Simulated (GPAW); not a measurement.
Write an ASE script for GPAW 26.7.0 that does the following.

| Item | Value |
| --- | --- |
| Task | band structure |
| Functional | AM05 |
| Potentials or basis | PAW data sets generated in the run's folder for this functional |
| Cutoff | 600 eV |
| Basis | pw |
| k mesh | 8 × 8 × 8 |
| Occupations | fermi-dirac, width 0.05 eV |
| Spin | no spin polarisation |
| Maxiter | 150 |
| Band path | GXMGRX,MR |
| Band points | 80 |

The structure of NbSi lies in NbSi.xyz:

```xyz
2
Lattice="3.1564400000 0.0000000000 0.0000000000 0.0000000000 3.1564400000 0.0000000000 0.0000000000 0.0000000000 3.1564400000" Properties=species:S:1:pos:R:3 pbc="T T T"
Nb     0.0000000000      0.0000000000      0.0000000000
Si     1.5782200000      1.5782200000      1.5782200000
```

The cell was built by a generator and needn't be a form met in nature.

The input as run:

run.py

```python
from ase.dft.bandgap import bandgap
from ase.io import read, write
from ase.units import GPa
from gpaw import GPAW, PW, setup_paths

setup_paths.insert(0, '.')

atoms = read('NbSi.xyz')

calc = GPAW(mode=PW(600),
            xc='AM05',
            kpts={'size': (8, 8, 8), 'gamma': True},
            occupations={'name': 'fermi-dirac', 'width': 0.05},
            nbands=19,
            convergence={'density': 1e-05, 'energy': 1e-05},
            maxiter=150,
            txt='gpaw.txt')
atoms.calc = calc
energy = atoms.get_potential_energy()
forces = atoms.get_forces()
stress = atoms.get_stress()
calc.write('gs.gpw')
write('result.traj', atoms)
print(f'Energy: {energy:.6f} eV')
print('Forces (eV/A):')
print(forces.round(4))
print('Stress (GPa):', (stress / GPa).round(3))
print('Fermi level:', round(calc.get_fermi_level(), 4), 'eV')
print(f'Gap: {bandgap(calc)[0]:.4f} eV, direct: {bandgap(calc, direct=True)[0]:.4f} eV')

path = atoms.cell.bandpath('GXMGRX,MR', npoints=80, eps=1e-4)
bs_calc = calc.fixed_density(kpts=path, symmetry='off', nbands=29,
                             convergence={'bands': 'CBM+6.0', 'eigenstates': 1e-6}, txt='bands.txt')
bs = bs_calc.band_structure()
bs.write('bs.json')
print(f'Gap on the path: {bandgap(bs_calc)[0]:.4f} eV')
```

Potentials or basis: PAW data sets generated in the run's folder for this functional, pw.

Launch:

```console
$ gpaw-setup -f AM05 Nb Si
$ OMP_NUM_THREADS=1 python run.py
```

Results of the run:

```json
{
 "Pressure": "-6.2 GPa",
 "Band gap along the path": "none (metal or under the smearing width)"
}
```

Wall time 25 s on 1 thread of Arm Neoverse V2, on a shared host, peak memory 0.22 GiB.
